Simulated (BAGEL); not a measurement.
**GaNH3F (SMILES [NH2][GaH][F]) at B3LYP/6-31G(d) (density fitting with qzvpp-jkfit, spherical functions)**

Aim: the energy change on altering one bond length of GaNH3F at B3LYP/6-31G* (density fitting with qzvpp-jkfit, spherical functions), from 2 runs. 

The results are computed with BAGEL 1.2.2.

2 further runs of the same task are left out: 1 that didn't finish, 1 set aside as unsound or not needed.

## 1. The system as given

GaNH3F has 6 atoms, charge 0, and is taken as a singlet. As SMILES, `[NH2][GaH][F]`. Geometry: a GFN2-xTB relaxation, a rough one for these elements and not checked as a minimum.

Bond lengths: N1–Ga2 1.821 Å, Ga2–F3 1.739 Å, N1–H4 1.012 Å, N1–H5 1.016 Å, Ga2–H6 1.519 Å. Angles: N1–Ga2–F3 113.9°, N1–Ga2–H6 131.7°, F3–Ga2–H6 114.2°, Ga2–N1–H4 124.3°, Ga2–N1–H5 116.8°, H4–N1–H5 109.3°.

## 2. The energy at B3LYP/6-31G(d) (density fitting with qzvpp-jkfit, spherical functions)

The input, job.json:

```json
{ "bagel" : [

{
  "title" : "molecule",
  "basis" : "6-31gs.json",
  "df_basis" : "qzvpp-jkfit",
  "angstrom" : true,
  "geometry" : [
    { "atom" : "N", "xyz" : [      -0.697790,       0.231100,      -0.723710 ] },
    { "atom" : "Ga", "xyz" : [       0.403260,      -0.094600,       0.689280 ] },
    { "atom" : "F", "xyz" : [       1.149290,      -1.664870,       0.653660 ] },
    { "atom" : "H", "xyz" : [      -1.011610,       1.151980,      -1.000660 ] },
    { "atom" : "H", "xyz" : [      -0.562460,      -0.341490,      -1.551780 ] },
    { "atom" : "H", "xyz" : [       0.719320,       0.717880,       1.933200 ] }
  ]
},

{ "title" : "ks", "xc_func" : "b3lyp" },

{ "title" : "print", "file" : "orbitals.molden", "orbitals" : true }

]}
```

The basis set 6-31G* is read from a file made from the Basis Set Exchange's data (not shown).

Run with:

```bash
BAGEL_NUM_THREADS=1 BAGEL job.json > job.out
```

Log:

```text
* using 1 threads per process

  ===============================================================
  ===============================================================

  *** Geometry ***

  { "atom" : "N", "xyz" : [     -1.318632,      0.436716,     -1.367614 ] },
  { "atom" : "Ga", "xyz" : [      0.762051,     -0.178768,      1.302550 ] },
  { "atom" : "F", "xyz" : [      2.171843,     -3.146148,      1.235238 ] },
  { "atom" : "H", "xyz" : [     -1.911666,      2.176927,     -1.890973 ] },
  { "atom" : "H", "xyz" : [     -1.062895,     -0.645323,     -2.932439 ] },
  { "atom" : "H", "xyz" : [      1.359318,      1.356597,      3.653219 ] },

  Number of auxiliary basis functions:      474

  Since a DF basis is specified, we compute 2- and 3-index integrals:
    o Being stored without compression. Storage requirement is 0.017 GB

  Number of basis functions:       66
  Number of electrons      :       50

    * METHOD: MOLECULE                             0.65

  *** Kohn-Sham DFT ***

    * Removing 9223 points whose weight is below 1.00e-10
    * Grid points: 80213

  === Nuclear Repulsion ===
   196.7470133965

       - DIIS with orbital gradients will be used.

  === KS iteration (b3lyp / 6-31gs.json) ===
      0      -2012.36662020          0.12457582           0.68
      1      -1782.01025089          0.24586778           0.56
      2      -1969.51303883          0.12866897           0.59
      3      -2046.52609592          0.28919300           0.56
      4      -2023.27071200          0.30310884           0.53
      5      -2059.81967560          0.17095666           0.62
      6      -2025.36107163          0.26171470           0.57
      7      -2003.75795092          0.22736071           0.59
      8      -2051.34979946          0.17690860           0.55
      9      -2076.16529272          0.11809898           0.49
     10      -2079.71028911          0.06557820           0.54
     11      -2078.59860686          0.09113118           0.56
     12      -2079.85071034          0.05831873           0.55
     13      -2080.75625951          0.03503974           0.50
     14      -2081.05342188          0.00519067           0.55
     15      -2081.06326324          0.00141029           0.53
     16      -2081.06379824          0.00036277           0.55
     17      -2081.06382165          0.00015911           0.54
     18      -2081.06382887          0.00002173           0.62
     19      -2081.06382901          0.00000288           0.56
     20      -2081.06382901          0.00000068           0.49
     21      -2081.06382901          0.00000035           0.59
     22      -2081.06382901          0.00000006           0.71
     23      -2081.06382901          0.00000002           0.59
     24      -2081.06382901          0.00000002           0.60
     25      -2081.06382901          0.00000000           0.50
    * SCF iteration converged.

    * Permanent dipole moment:
           (    0.309079,    -0.915928,     0.451275) a.u.

    * METHOD: KS                                  15.64

    * METHOD: PRINT                                0.01

  ===============================================================
```

Run time: 17 s. Hardware: 1 thread of Intel Xeon at 2.50GHz (Skylake/Cascade Lake), shared host; peak memory 0.29 GiB.

## 3. The distorted shape

The input, input.json:

```json
{ "bagel": [

{
  "title": "molecule",
  "basis": "6-31gs.json",
  "df_basis": "qzvpp-jkfit",
  "angstrom": true,
  "geometry": [
    { "atom": "N", "xyz": [      -0.792609,      -0.012645,      -1.096888 ] },
    { "atom": "Ga", "xyz": [       0.308441,      -0.338345,       0.316102 ] },
    { "atom": "F", "xyz": [       1.054471,      -1.908615,       0.280482 ] },
    { "atom": "H", "xyz": [      -1.106429,       0.908235,      -1.373838 ] },
    { "atom": "H", "xyz": [      -0.657279,      -0.585235,      -1.924958 ] },
    { "atom": "H", "xyz": [       0.719320,       0.717880,       1.933200 ] }
  ]
},

{
  "title": "ks",
  "xc_func": "b3lyp"
},

{
  "title": "print",
  "file": "orbitals.molden",
  "orbitals": true
}

]}
```

The basis set 6-31G* is read from a file made from the Basis Set Exchange's data (not shown).

Run with:

```bash
BAGEL_NUM_THREADS=1 BAGEL input.json > input.out
```

Log:

```text
* using 1 threads per process

  ===============================================================
  ===============================================================

  *** Geometry ***

  { "atom" : "N", "xyz" : [     -1.497814,     -0.023896,     -2.072818 ] },
  { "atom" : "Ga", "xyz" : [      0.582869,     -0.639379,      0.597346 ] },
  { "atom" : "F", "xyz" : [      1.992661,     -3.606760,      0.530034 ] },
  { "atom" : "H", "xyz" : [     -2.090848,      1.716315,     -2.596178 ] },
  { "atom" : "H", "xyz" : [     -1.242077,     -1.105934,     -3.637643 ] },
  { "atom" : "H", "xyz" : [      1.359318,      1.356597,      3.653219 ] },

  Number of auxiliary basis functions:      474

  Since a DF basis is specified, we compute 2- and 3-index integrals:
    o Being stored without compression. Storage requirement is 0.017 GB

  Number of basis functions:       66
  Number of electrons      :       50

    * METHOD: MOLECULE                             0.57

  *** Kohn-Sham DFT ***

    * Removing 8901 points whose weight is below 1.00e-10
    * Grid points: 80535

  === Nuclear Repulsion ===
   193.8683102143

       - DIIS with orbital gradients will be used.

  === KS iteration (b3lyp / 6-31gs.json) ===
      0      -2011.98587393          0.12421379           0.64
      1      -1791.78872084          0.26195139           0.56
      2      -1968.74634090          0.12576290           0.60
      3      -1978.07506591          0.24919111           0.58
      4      -2014.64433336          0.20739606           0.65
      5      -2058.52837428          0.12769337           0.67
      6      -2023.90064262          0.20611483           0.57
      7      -2020.34109116          0.17225821           0.52
      8      -2049.75382878          0.18076242           0.57
      9      -2066.32943945          0.16790149           0.56
     10      -2070.85813936          0.13940925           0.49
     11      -2059.01082797          0.20513967           0.59
     12      -2075.01108411          0.14020647           0.55
     13      -2016.37871927          0.18943234           0.63
     14      -2078.11578944          0.09482557           0.59
     15      -2077.83798242          0.09571590           0.63
     16      -2078.90768264          0.08278729           0.62
     17      -2078.95791606          0.08146912           0.62
     18      -2078.68823317          0.08375881           0.62
     19      -2080.87463549          0.02585938           0.52
     20      -2081.03262361          0.00375476           0.55
     21      -2081.03600932          0.00150202           0.62
     22      -2081.03659853          0.00044860           0.61
     23      -2081.03665016          0.00017181           0.56
     24      -2081.03665989          0.00002182           0.53
     25      -2081.03666005          0.00000555           0.57
     26      -2081.03666006          0.00000121           0.54
     27      -2081.03666006          0.00000032           0.52
     28      -2081.03666006          0.00000015           0.49
     29      -2081.03666006          0.00000004           0.56
     30      -2081.03666006          0.00000005           0.56
     31      -2081.03666006          0.00000001           0.52
     32      -2081.03666006          0.00000000           0.53
    * SCF iteration converged.

    * Permanent dipole moment:
           (    0.374032,    -0.774097,     0.673587) a.u.

    * METHOD: KS                                  19.78

    * METHOD: PRINT                                0.01

  ===============================================================
```

Run time: 21 s. Hardware: 1 thread of Intel Xeon at 2.50GHz (Skylake/Cascade Lake), shared host; peak memory 0.3 GiB.

## 4. What came out

Level: B3LYP/6-31G* (density fitting with qzvpp-jkfit, spherical functions).

| quantity | value |
| --- | --- |
| first shape: total energy | -2081.06383 Eh |
| first shape: dipole moment | 2.71 D |
| first shape: HOMO energy | -7.26 eV |
| first shape: LUMO energy | -0.67 eV |
| first shape: HOMO–LUMO gap | 6.59 eV |
| distorted shape: total energy | -2081.03666 Eh |
| distorted shape: dipole moment | 2.78 D |
| distorted shape: HOMO energy | -7.45 eV |
| distorted shape: LUMO energy | -1.36 eV |
| distorted shape: HOMO–LUMO gap | 6.09 eV |
| energy change with the Ga2–H6 bond stretched from 1.519 to 1.975 Å | 0.739 eV |

What this shows: With the Ga2–H6 bond stretched from 1.519 to 1.975 Å the energy rises by 0.74 eV (17.0 kcal/mol). The first shape isn't relaxed at this level, so the change isn't measured from a minimum.
